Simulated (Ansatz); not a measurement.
# ClH₄N₂SV: how energies converge with the basis set

One table from this session's results is given with a row withheld; the runs are named, their logs left out.

Program: Ansatz 0.2.0, Gaussian basis. Level of theory: one geometry, several basis sets. These are calculated values, not measurements.

Plan: PBE0-D4/def2-SVP; ωB97M-V/def2-SVP; PBE0-D4/def2-QZVPP; ωB97M-V/def2-QZVPP; the functionals' def2-TZVPP values are taken from earlier runs.

### The geometry

An earlier PBE0-D4 in a triple-zeta def2 set relaxation fixed the geometry.

SMILES `[NH2][V]([NH2])(=[S])[Cl]`, 9 atoms, charge 0, spin multiplicity 1.

Atoms are counted from 1 here; the program's logs count them from 0.

Bond lengths: N1–V2 1.809 Å, N1–H6 1.012 Å, N1–H7 1.008 Å, V2–N3 1.809 Å, V2–S4 1.991 Å, V2–Cl5 2.176 Å, N3–H8 1.012 Å, N3–H9 1.008 Å. Angles: V2–N1–H6 121.9°, V2–N1–H7 126.3°, H6–N1–H7 111.9°, N1–V2–N3 112.0°, N1–V2–S4 108.2°, N1–V2–Cl5 108.2°, N3–V2–S4 108.2°, N3–V2–Cl5 108.2°, S4–V2–Cl5 112.1°, V2–N3–H8 121.8°, V2–N3–H9 126.3°, H8–N3–H9 111.9°.

Set-up of the first run:

Contents of in.yaml:

```yaml
crystal:
  periodic: [false, false, false]
  atoms:
    - {symbol: N, position_ang: [-1.185902, 0.855176, -0.530361]}
    - {symbol: V, position_ang: [0.407848, 0.007914, -0.404447]}
    - {symbol: N, position_ang: [0.547290, -0.948072, 1.125311]}
    - {symbol: S, position_ang: [0.565182, -1.250567, -1.939851]}
    - {symbol: Cl, position_ang: [1.980400, 1.511388, -0.412834]}
    - {symbol: H, position_ang: [-1.525620, 1.465344, 0.201956]}
    - {symbol: H, position_ang: [-1.846947, 0.772885, -1.287234]}
    - {symbol: H, position_ang: [0.394671, -0.527550, 2.033004]}
    - {symbol: H, position_ang: [0.751478, -1.932817, 1.197255]}
basis:
  gaussian: {orbitals: def2-SVP}
hamiltonian: {xc: pbe0, dispersion: d4}
output: {orbitals: {seedname: orbitals}}
```

On the command line:

```console
> ansatz run in.yaml --threads 4 --pin off --events-out ev --progress --plain --max-ram 10444MiB
```

Steps of the session up to this table: PBE0-D4 in def2-SVP; ωB97M-V in def2-SVP; PBE0-D4 in def2-QZVPP; ωB97M-V in def2-QZVPP.

One table of the session follows, with a row left open; its other results are not shown here.

It belongs to the step «Density functionals: the series». 

```
functional       basis  HOMO (eV)  LUMO (eV)
   PBE0-D4    def2-SVP      -7.42      -2.57
   PBE0-D4  def2-TZVPP      -7.65      -2.73
   PBE0-D4  def2-QZVPP          ?          ?
   ωB97M-V    def2-SVP      -9.55      -0.37
   ωB97M-V  def2-TZVPP      -9.83      -0.60
   ωB97M-V  def2-QZVPP      -9.87      -0.67
```

Estimate the missing values for PBE0-D4, def2-QZVPP.

**Answer.** HOMO (eV): -7.69; LUMO (eV): -2.78. In the column «HOMO (eV)» it lies between ωB97M-V, def2-SVP (-9.55) and PBE0-D4, def2-TZVPP (-7.65).
